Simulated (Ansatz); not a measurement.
**Pt: a tetragonal deformation path**

An exercise on one series of results from a longer session: the logs are not shown, and one member is left open.

The COD entry's cell or inner coordinates are ideal or old and differ from later refinements, so a difference from it is no clean test against experiment.

Program: Ansatz 0.2.0. Level of theory: DFT r2SCAN, scalar-relativistic, plane waves, PAW. These are calculated values, not measurements.

## Starting point

Symmetry: Fm-3m, No. 225, cubic system. The conventional cell has a = 3.916 Å, b = 3.916 Å, c = 3.916 Å, α = 90.00°, β = 90.00°, γ = 90.00°. Pt (site symmetry m-3m) has 12 Pt at 2.77 Å in its first shell of neighbours.

Coordinates:

```
CELL_PARAMETERS angstrom
0.00000 1.95790 1.95790
1.95790 0.00000 1.95790
1.95790 1.95790 0.00000
ATOMIC_POSITIONS crystal
Pt 0.00000 0.00000 0.00000
```

No relaxation comes first: the listed cell is the starting point.

## Zero of energy

The reference gives a free energy of -12536.7928 eV, pressure 5.39 GPa, largest force 0.000 eV/Å and gap on the mesh none (metal). It was computed beforehand with the settings of the runs below.

The first run:

At fixed volume and fractional coordinates, lengths along (0.000, 0.000, 1.000) are scaled against those across it; ρ is that ratio over its starting value.

The input, input.yaml:

```yaml
crystal:
  lattice:
    - [0.0, 2.1977790799, 1.5538298095]
    - [2.1977790799, 0.0, 1.5538298095]
    - [2.1977790799, 2.1977790799, 0.0]
  atoms:
    - { symbol: Pt, position: [0.0, 0.0, 0.0] }
basis:
  ecutwfc: 500
kpoints:
  mp_grid: { grid: [24, 24, 24] }
hamiltonian:
  xc: r2scan
scf:
  occupations: { method: gaussian, width: 0.15 }
output:
  forces: true
  stress: true
  eigenvalues: true
  write_density: true
  write_potential: true
  elf: true
  volumetric_format: npy
```

Command:

```
> ansatz run input.yaml --threads 1 --pin off --max-ram 2560MiB --backend cpu --events-out ev --progress --plain --runs-dir out
```

Steps of the session up to this table: At ρ = 0.707; At ρ = 1.414; Point ρ = 0.850; Point ρ = 1.200; Point ρ = 0.780; At ρ = 1.300; Point ρ = 0.920; Point ρ = 1.100; Point ρ = 0.650; ρ = 1.500; Point ρ = 0.960; ρ = 1.050.

One table of the session follows, with a row left open; its other results are not shown here.

It belongs to the step «The scan collected». Collected from the runs (energy zero: the undisturbed cell):

```
    ρ  ΔE (meV/atom)  pressure (GPa)
0.650           83.1             8.3
0.707          106.3             8.7
0.780           82.3             8.1
0.850           46.1             7.1
0.920           16.5             6.0
0.960              ?               ?
1.000            0.0             5.4
1.050            8.5             5.7
1.100           35.1             6.7
1.200          143.4            10.9
1.300          330.6            18.1
1.414          624.8            29.8
1.500          902.0            41.1
```

**Question.** Estimate the row for ρ = 0.960.

Worked estimate for «ΔE (meV/atom)». A straight line through the neighbours (0.920, 16.5) and (1.000, 0.0) gives 16.5 + (0.0 − 16.5) × (0.960 − 0.920) / (1.000 − 0.920) = 8.3; a parabola fitted to 4 rows on both sides gives 5.2.

The run gave: ΔE (meV/atom): 4.6; pressure (GPa): 5.5. In «ΔE (meV/atom)» the line misses by +3.7 and the parabola by +0.6.
